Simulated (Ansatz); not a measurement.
**IrRu: equation of state with PBE**

The system is IrRu.

```xyz
2
Lattice="2.7249 0.0000 0.0000 -1.3625 2.3598 0.0000 0.0000 0.0000 4.3307" Properties=species:S:1:pos:R:3 pbc="T T T"
Ir    0.0000    0.0000    2.1653
Ru    1.3625    0.7866    0.0000
```

The cell comes from a database or a generator and needn't be the stable form of this composition.

| Item | Value |
| --- | --- |
| Program | Ansatz 0.2.0 |
| Task | equation of state |
| Functional | PBE |
| Potentials or basis | Ansatz PAW |
| Cutoff | 420 eV |
| Density cutoff | 1680 eV |
| k mesh | 11 × 11 × 6 |
| Occupations | fermi-dirac, width 0.05 eV |
| Spin | no spin polarisation |

```json
{
  "Equilibrium volume": "14.13 Å³/atom",
  "Bulk modulus at fixed shape and positions": "331 GPa",
  "Pressure derivative of the bulk modulus": "5.0"
}
```

Energy against volume, from the lowest point:
```
volume (Å³/atom)  energy (meV/atom)
          13.089              92.57
          13.367              47.55
          13.645              18.25
          13.924               2.91
          14.202               0.00
          14.481               8.12
          14.759              26.04
```

All runs of the series together: 7 s on 2 threads of Intel(R) Xeon(R) 6975P-C (Granite Rapids) (shared host).

Caveat: the cell was scaled at fixed shape and fractional positions, which overstates the stiffness of a crystal with free parameters, most of all of layers and chains. The run has no spin-orbit coupling, so splittings on Ir are missing.
